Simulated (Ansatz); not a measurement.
# Cl2F3H3PTa: the cost of one run

All numbers below are computed with Ansatz 0.2.0 (RKS PBE-D4/def2-SVP).

## (1) The starting structure

Bond lengths: Ta1–Cl2 2.820 Å, Ta1–Cl3 2.470 Å, Ta1–F4 1.930 Å, Ta1–F5 1.930 Å, Ta1–F6 1.930 Å, Ta1–P7 2.820 Å, P7–H8 1.420 Å, P7–H9 1.420 Å. Angles (14 of 18 angles, heavy atoms first): Cl2–Ta1–Cl3 90.0°, Cl2–Ta1–F4 90.0°, Cl2–Ta1–F5 120.0°, Cl2–Ta1–F6 120.0°, Cl2–Ta1–P7 71.6°, Cl3–Ta1–F4 180.0°, Cl3–Ta1–F5 90.0°, Cl3–Ta1–F6 90.0°, Cl3–Ta1–P7 57.4°, F4–Ta1–F5 90.0°, F4–Ta1–F6 90.0°, F4–Ta1–P7 122.6°, F5–Ta1–F6 120.0°, F5–Ta1–P7 58.7°.

As a file:

```xyz
10

Ta    0.0000    0.0000    0.0000
Cl    2.8200    0.0000    0.0000
Cl    0.0000    0.0000    2.4700
F     0.0000    0.0000   -1.9300
F    -0.9650    1.6714    0.0000
F    -0.9650   -1.6714    0.0000
P     0.8892    2.2041    1.5178
H     1.2960    1.7607    2.8040
H     1.9873    2.8198    0.8610
H     2.2402    1.2952    0.8920
```

## (2) A restrained relaxation towards end A

Springs on the bonds that form and break draw the guess towards this end; the thresholds are loose.

Contents of input.yaml:

```yaml
crystal:
  periodic: [false, false, false]
  atoms:
    - { symbol: Ta, position_ang: [0.0, 0.0, 0.0] }
    - { symbol: Cl, position_ang: [2.82, 0.0, 0.0] }
    - { symbol: Cl, position_ang: [0.0, 0.0, 2.47] }
    - { symbol: F, position_ang: [0.0, 0.0, -1.93] }
    - { symbol: F, position_ang: [-0.965, 1.6714, 0.0] }
    - { symbol: F, position_ang: [-0.965, -1.6714, 0.0] }
    - { symbol: P, position_ang: [0.8892, 2.2041, 1.5178] }
    - { symbol: H, position_ang: [1.296, 1.7607, 2.804] }
    - { symbol: H, position_ang: [1.9873, 2.8198, 0.861] }
    - { symbol: H, position_ang: [2.2402, 1.2952, 0.892] }
basis:
  gaussian: { orbitals: def2-SVP }
hamiltonian:
  xc: pbe
  dispersion: d4
relax:
  f_tol: 0.15
  max_steps: 25
  restrain:
    - { distance: [0, 6], at: 3.72, k: 30.0 }
    - { distance: [9, 1], at: 2.57, k: 30.0 }
    - { distance: [0, 1], at: 2.47, k: 30.0 }
    - { distance: [9, 6], at: 1.42, k: 30.0 }
```

On the command line:

```console
ansatz run input.yaml --threads 4 --pin off --max-ram 5120MiB --backend cpu --events-out ev --progress --plain --runs-dir out
```

**Question.** How long does this run take on 4 threads of Arm Neoverse V1, shared host, and how much memory does it need?

About 24 s, with a peak of 0.22 GiB.
